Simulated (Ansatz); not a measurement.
## Fe3Rh, space group Fm-3m: an equation of state with a fit, step by step

With the Ansatz DFT code, driven from Python.

The cells in order, each with its output:

```python
import ansatz
import numpy as np
from pymatgen.analysis.eos import EOS
```

```python
vectors0 = np.array([
    [0.0, 2.930404, 2.930404],
    [2.930404, 0.0, 2.930404],
    [2.930404, 2.930404, 0.0],
])
sites = [
    ("Fe", [0.75, 0.75, 0.75], 4.5),
    ("Fe", [0.25, 0.25, 0.25], 4.5),
    ("Fe", [0.0, 0.0, 0.0], 4.5),
    ("Rh", [0.5, 0.5, 0.5], 0.0),
]
```

```python
def make_crystal(cell):
    crystal = ansatz.Crystal(lattice=ansatz.Lattice.of(cell))
    for symbol, position, moment in sites:
        crystal = crystal.atom(symbol, position, moment=moment or None)
    return crystal
```

```python
# scale the volume, keep shape and fractions
volumes, energies = [], []
for scale in np.linspace(0.9, 1.1, 9):
    cell = vectors0 * scale ** (1 / 3)
    job = make_crystal(cell).calculation()
    job = job.functional("pbesol")
    job = job.basis(16 * ansatz.Ha)
    job = job.spin("collinear")
    job = job.occupations(ansatz.OccupationsMethod.FERMI_DIRAC, width=0.1)
    job = job.pseudopotentials("paw")
    job = job.kpoints(7, 7, 7)
    report = job.run(threads=1, pin="off").report
    volumes.append(abs(np.linalg.det(cell)) / len(sites))
    energies.append(report["free_energy_ev"] / len(sites))
    print(f"V = {volumes[-1]:8.4f} A^3/atom  F = {energies[-1]:.5f} eV/atom")
```

    DeckWarning: where an SCF of this run starts from atoms to list the orders of its open shells, Fe (sites 0, 1, 2, from 0) starts with 4.00 μB on its 3d shell, in the place of the 4.50 μB that the deck gives it: its open shells can hold no more by Hund's first rule. To start from spheres of the given moment, type scf.initial_density.shell_occupations: []
    V =  11.3239 A^3/atom  F = -4921.26803 eV/atom
    V =  11.6384 A^3/atom  F = -4921.29256 eV/atom
    V =  11.9530 A^3/atom  F = -4921.30426 eV/atom
    V =  12.2675 A^3/atom  F = -4921.30477 eV/atom
    V =  12.5821 A^3/atom  F = -4921.29547 eV/atom
    V =  12.8966 A^3/atom  F = -4921.27759 eV/atom
    V =  13.2112 A^3/atom  F = -4921.25216 eV/atom
    V =  13.5257 A^3/atom  F = -4921.22014 eV/atom
    V =  13.8403 A^3/atom  F = -4921.18238 eV/atom

```python
for form in ["murnaghan", "vinet"]:
    fit = EOS(eos_name=form).fit(volumes, energies)
    print(f"{form:18s} V0 {fit.v0:8.4f} A^3/atom  B0 {fit.b0_GPa:7.1f} GPa  B1 {fit.b1:5.2f}")
```

    murnaghan          V0  12.1226 A^3/atom  B0   204.0 GPa  B1  4.26
    vinet              V0  12.1242 A^3/atom  B0   204.4 GPa  B1  4.08

A third-order Birch-Murnaghan fit through the 9 points (the script's own form differs a little) has its minimum at 12.12 Å³ an atom, 3.6 % below the typed cell, with a bulk modulus of 204 GPa and dB/dP = 4.1. From that minimum the energy rises by 37.8 meV an atom on the compressed side and 123.5 meV on the expanded side.

What to keep in mind:
- Total energies depend on the potentials; only differences at equal settings carry meaning.
- The magnetic order follows from the starting moments and needn't be the lowest.
- For a metal this k-point mesh is coarse: on a finer one energies can move by several to tens of meV an atom and pressures by half a GPa or more, differences at one mesh by less.
- The structure comes from a database of computed cells and needn't be a stable or known phase.
- Warnings are shown shortened and without file and line.
- The whole script took 110 s on 1 thread of Arm Neoverse V1 (shared host), peak memory 0.6 GiB.
